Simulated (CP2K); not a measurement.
The system is NiMoIrPdW.

```
CELL_PARAMETERS angstrom
4.14670 0.00000 0.00000
-2.07335 3.59115 0.00000
0.00000 0.00000 5.41629
ATOMIC_POSITIONS crystal
Ni 0.00000 0.00000 0.02221
Mo 0.66667 0.33333 0.45996
Pd 0.33333 0.66667 0.74601
Ir 0.33333 0.66667 0.25641
W 0.66667 0.33333 0.99985
```

The cell was built by a generator and needn't be a form met in nature.

Base run:

```yaml
Program: CP2K 2026.2
Functional: RPBE
Potentials_or_basis: GTH_POTENTIALS Ni GTH-PBE-q18, Pd GTH-PBE-q18, Ir GTH-PBE-q17, W GTH-PBE-q14; POTENTIAL_UZH Mo GTH-PBE-q14; TZVP-MOLOPT-SR-GTH, TZVP-MOLOPT-PBE-GTH basis
Density_cutoff: 13606 eV
k_mesh: 7 × 7 × 5
Occupations: fermi-dirac, width 0.05 eV
Spin: collinear spin, ferromagnetic start
Starting_moments: "[1.0, 1.0, 0.0, 0.6, 0.0] μB"
```

Its results: band gap on the k mesh none (metal or under the smearing width); pressure 3.1 GPa; net moment 0.00 μB per cell; largest force 0.208 eV/Å.

Task: The run is repeated on the same cell with these changes: functional from RPBE to LDA. What comes out?

Result: Band gap on the k mesh none (metal or under the smearing width); pressure -11.9 GPa; net moment 0.00 μB per cell; largest force 0.298 eV/Å.

LDA binds more tightly than RPBE, so the same cell stands under less pressure.

Caveats: the potentials were made for another functional, which shifts forces and pressure; the basis of atomic orbitals isn't converged, which shifts pressures, moduli and gaps.

Not every run made on this cell is shown here.
